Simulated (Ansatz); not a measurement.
# C₂HFMg (SMILES C#[C][Mg][F]): functionals against CCSD(T) at one geometry

The task here is to estimate one member of a computed series from the others.

The runs use Ansatz 0.2.0, Gaussian basis; single points in def2-TZVPP.

Correlated methods freeze the cores. The outer core shell of Li, Na, Mg and K is correlated.

### The system as given

SMILES `C#[C][Mg][F]`, 5 atoms, charge 0, spin multiplicity 1.

Atoms are counted from 1 here; the program's logs count them from 0.

Bond lengths: C1–C2 1.181 Å, C1–H5 1.057 Å, C2–Mg3 1.989 Å, Mg3–F4 1.702 Å. Angles: C2–C1–H5 177.2°, C1–C2–Mg3 178.4°, C2–Mg3–F4 178.1°.

Coordinates:

| atom | x (Å) | y (Å) | z (Å) |
| --- | --- | --- | --- |
| C1 | 1.0252 | 0.9684 | 0.8037 |
| C2 | 0.2706 | 0.2769 | 0.2151 |
| Mg3 | -0.9626 | -0.9301 | -0.7742 |
| F4 | -2.0352 | -1.9835 | -1.5711 |
| H5 | 1.6685 | 1.6262 | 1.3240 |

The first run:

run/in.yaml

```yaml
crystal:
  periodic: [false, false, false]
  atoms:
    - {symbol: C, position_ang: [1.025200, 0.968400, 0.803700]}
    - {symbol: C, position_ang: [0.270600, 0.276900, 0.215100]}
    - {symbol: Mg, position_ang: [-0.962600, -0.930100, -0.774200]}
    - {symbol: F, position_ang: [-2.035200, -1.983500, -1.571100]}
    - {symbol: H, position_ang: [1.668500, 1.626200, 1.324000]}
basis:
  gaussian: {orbitals: def2-TZVPP}
correlation: {method: ccsd_t}
output: {forces: true}
```

No record of the launch command was kept for these runs.

Steps of the session up to this table: CCSD(T)/def2-TZVPP; PBE0-D4/def2-TZVPP; wB97M-V/def2-TZVPP; r2SCAN-D4/def2-TZVPP; PBE-D4/def2-TZVPP; HSE06-D4/def2-TZVPP; wB97X-V/def2-TZVPP.

One of the session's tables, all rows but one given; the rest of the session is left out.

| method | RMS force component (eV/Å) | angle to CCSD(T) forces (°) | dipole (D) |
| --- | --- | --- | --- |
| CCSD(T) | 1.732 | reference | 1.46 |
| PBE0-D4 | 1.289 | 4.7 | 1.53 |
| wB97M-V | 1.210 | 7.4 | 1.47 |
| r2SCAN-D4 | 1.393 | 3.7 | 1.51 |
| PBE-D4 | 1.624 | 6.2 | 1.49 |
| HSE06-D4 | 1.301 | 4.6 | 1.53 |
| wB97X-V | ? | ? | ? |

Q: Estimate the row for wB97X-V from the others.

As computed: RMS force component (eV/Å): 1.239; angle to CCSD(T) forces (°): 7.5; dipole (D): 1.47. In the column «RMS force component (eV/Å)» it lies between wB97M-V (1.210) and PBE0-D4 (1.289).
